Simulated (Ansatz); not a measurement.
LiGdS2, space group R-3m: a scan of the Hubbard U, run with Ansatz 0.2.0, Python API.

The script, `ligds2.py`:
```python
"""DFT+U scan for LiGdS2."""

import warnings

import ansatz as az
import numpy as np


def count_gap(report):
    # lowest empty less highest filled band, counting bands; zero where they overlap
    return max(report.get("gap_by_band_count_ev") or 0.0, 0.0)


def main() -> None:
    warnings.simplefilter("ignore", az.DeckWarning)

    vectors = np.array([
        [1.977459, 1.141687, 6.168766],
        [-1.977459, 1.141687, 6.168766],
        [0.0, -2.283373, 6.168766],
    ])
    cell = (
        az.Lattice.of(vectors)
        .atom("Li", [0.5, 0.5, 0.5])
        .atom("Gd", [0.0, 0.0, 0.0])
        .atom("S", [0.249317, 0.249317, 0.249317])
        .atom("S", [0.750683, 0.750683, 0.750683])
        .moments(Gd=7)
    )

    base = cell.calculation()
    base = base.functional("PBEsol")
    base = base.basis(470).kpoints(9, 9, 9, center="gamma")
    base = base.occupations("fermi_dirac", width=0.15).spin("collinear")
    base = base.mixing("broyden", ndim=4, beta=0.6).scf(tolerance=1e-09)
    base = base.band_table()
    rows = []
    for u in [0.0, 2.0, 4.0, 6.0]:
        rep = base.hubbard("Gd", "f", u_eff=u, double_counting="amf").run(threads=1, pin="off").report
        shell = rep["hubbard"]["n_scf"]
        rows.append((u, count_gap(rep), sum(shell) / len(shell), max(abs(m) for m in rep["site_moments_mub"]), rep["n_iterations"]))
    print("      U_eff eV  gap by band count eV  Gd f occupation (projector)  largest moment muB      iterations")
    for row in rows:
        print(f"{str(row[0]):>14s}  {row[1]:20.3f}  {row[2]:27.4f}  {row[3]:18.3f}  {row[4]:14d}")
    print("eigenvalues of the first occupation matrix at the last U, by spin:")
    for channel in rep["hubbard"]["n_eig"][0]:
        print("  ", " ".join(f"{n:.3f}" for n in channel))


if __name__ == "__main__":
    main()
```

What does raising U do here?

From U = 0 to 6 eV the largest site moment goes from 6.89 to 6.88 μB.

What the script printed:

`python ligds2.py` gives:
```text
      U_eff eV  gap by band count eV  Gd f occupation (projector)  largest moment muB      iterations
           0.0                 1.530                       7.1200               6.888              31
           2.0                 1.531                       7.1209               6.887              31
           4.0                 1.532                       7.1220               6.886              30
           6.0                 1.533                       7.1232               6.885              32
eigenvalues of the first occupation matrix at the last U, by spin:
   0.998 0.998 0.999 0.999 1.000 1.000 1.000
   0.001 0.010 0.010 0.011 0.029 0.029 0.041
```

Notes:
- Open f shells: with a Hubbard U, without spin-orbit coupling; the state reached hangs on the start and needn't be the lowest.
- Along an axis with an odd division the mesh misses the point at one half; a gap read on a finite mesh is an upper bound on this functional's gap.
- Semilocal gaps usually lie well under measured ones.
- U, its shell and the double counting are chosen to explore, and aren't derived for this compound.
- An opening on this mesh may only mean that it misses a point where bands touch.
- The structure comes from a database of computed cells and needn't be a stable or known phase.
- Levels are Kohn-Sham eigenvalues on this mesh, without spin-orbit coupling.
- Shell occupations and the effect of U depend on the projectors; a run with no .spin step is spin-unpolarised, and each U may end in a state that isn't the lowest.
- Timing: 11 min on 1 thread of Intel(R) Xeon(R) Processor @ 2.50GHz (Skylake/Cascade Lake), with other jobs on the host, peak memory 0.8 GiB.

(Lines on the test bed's own set-up are left out of the output.)
